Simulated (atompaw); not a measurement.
**Pseudopotential generation for Ir: PAW (atompaw), PBEsol**

Task: generate the file, and judge it by its logarithmic derivatives, its ghosts and its cutoff.

The numbers are computed with atompaw 4.2.0.5 (PBEsol, scalar-relativistic, spin-unpolarised reference atom).

**1. The atom and the settings**

Typed settings, in words:

```json
{
 "element": "iridium (Ir, Z = 77)",
 "type": "PAW",
 "frozen core": "[Kr] 4d10 4f14",
 "valence charge": "17",
 "reference configuration": "5s2 5p6 5d7 6s2 6p0",
 "partial waves": "5s (bound): rc 1.40 bohr; 6s (bound): rc 2.20 bohr; 5p (bound): rc 2.10 bohr; 6p (bound, empty): rc 2.20 bohr; 5d (bound): rc 1.65 bohr; 5d channel at 4.3 Ry: rc 1.65 bohr",
 "local potential": "troulliermartins scheme with l = 3 at -0.5 Ry, radius 1.75 bohr",
 "core correction": "smooth core density matched at 1.65 bohr",
 "augmentation charge": "sinc compensation charge, radius 2.15 bohr; PAW radius 2.20 bohr; waves and projectors: custom rrkj vanderbiltortho"
}
```

**2. Generating the potential**

Ir.input

```
Ir 77
GGA-PBESOL scalarrelativistic loggrid 2001 logderivrange -9 5 351
6 6 5 4 0 0
6 1 0
5 2 7
0 0 0
c
c
c
c
v
v
c
c
c
v
v
c
c
v
c
2
2.20 2.15 1.75 1.65
n
n
y
4.3
n
custom rrkj vanderbiltortho sinc
3 -0.5 troulliermartins
1.40
2.20
2.10
2.20
1.65
1.65
PWSCFOUT
UPFDX 0.0125d0 UPFXMIN -7.d0 UPFZMESH 77.d0
END
```

Started as:

```sh
$ atompaw < Ir.input > Ir.log
```

Before running it: what results should come out? Wanted: cutoffs for 10 and 1 mRy, occupied levels; bound ghosts; largest phase difference near zero energy, channels read; lowest eigenvalue of the overlap; share of valence orbitals outside the PAW sphere; UPF file.

As calculated:

```
                                                quantity                                      value
               cutoffs for 10 and 1 mRy, occupied levels                            40 Ry and 70 Ry
                                            bound ghosts                                 none found
largest phase difference near zero energy, channels read                                  0.044 rad
         lowest eigenvalue of the overlap (Bessel basis)                                  0.297 (s)
        share of valence orbitals outside the PAW sphere  5s 0 %, 6s 73 %, 5p 1 %, 6p 94 %, 5d 21 %
                                                UPF file                                    written
```

**Reading.** The potential is of middling hardness: the looser tolerance needs 40 Ry. The Bessel-basis test finds no level below the valence levels. Of the channels read, s scatters worst near zero energy, by up to 0.04 rad. Note that the frozen 4f shell (-62 eV) lies higher than the valence 5s shell (-98 eV).
